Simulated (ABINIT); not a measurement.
A run of ABINIT 10.8.3 (patched build) is set up as follows.

run.abi

```
# Pseudopotentials
pp_dirpath "./"
pseudos "Gd.GGA_PBE-JTH.xml, O.GGA_PBE-JTH.xml"

# Structure
acell 3*1.0
rprim
     0.0000000000     5.1022605365     5.1022605365
     5.1022605365     0.0000000000     5.1022605365
     5.1022605365     5.1022605365     0.0000000000
ntypat 2
znucl 64 8
natom 2
typat 1 2
xred
     0.0000000000     0.0000000000     0.0000000000
     0.2500000000     0.2500000000     0.2500000000

# Plane-wave basis
ecut 23.0
pawecutdg 45.0

# k points
kptopt 1
ngkpt 9 9 9
nshiftk 1
shiftk 0.0 0.0 0.0

# Exchange and correlation
ixc 7

# Bands and occupations
nband 21
occopt 3
tsmear 0.00183747

# Spin
nsppol 2
spinat
     0.0000000000     0.0000000000     7.0000000000
     0.0000000000     0.0000000000     0.0000000000

# DFT+U
usepawu 1
lpawu 3 -1
upawu 4.0 0.0 eV
jpawu 0.0 0.0 eV

# SCF cycle
nstep 100
tolvrs 1.0e-9

# Output
iomode 3
prtwf 0
prtden 0
prteig 0
prtebands 0
```

Potentials or basis: JTH PAW PBE v2.0.

The run is started by

```console
$ abinit run.abi > log 2>&1
```

Task: What does it give for the net moment?

Result: 7.83 μB per cell.

Task: What does it give for the band gap on the k mesh?

Result: None (metal or under the smearing width).

Eigenvalues of the final occupation matrices:
| site | spin | trace | eigenvalues |
| --- | --- | --- | --- |
| atom 1 | 1 | 6.95 | 0.99 0.99 0.99 0.99 0.99 0.99 1.00 |
| atom 1 | 2 | 0.05 | 0.00 0.00 0.00 0.00 0.00 0.00 0.02 |

Caveat: spin-orbit coupling is left out, which moves the levels of the heavy elements; a cell with one magnetic atom can't hold antiferromagnetic order, which such compounds often take. The state reached can hang on the start; a lower one may exist.
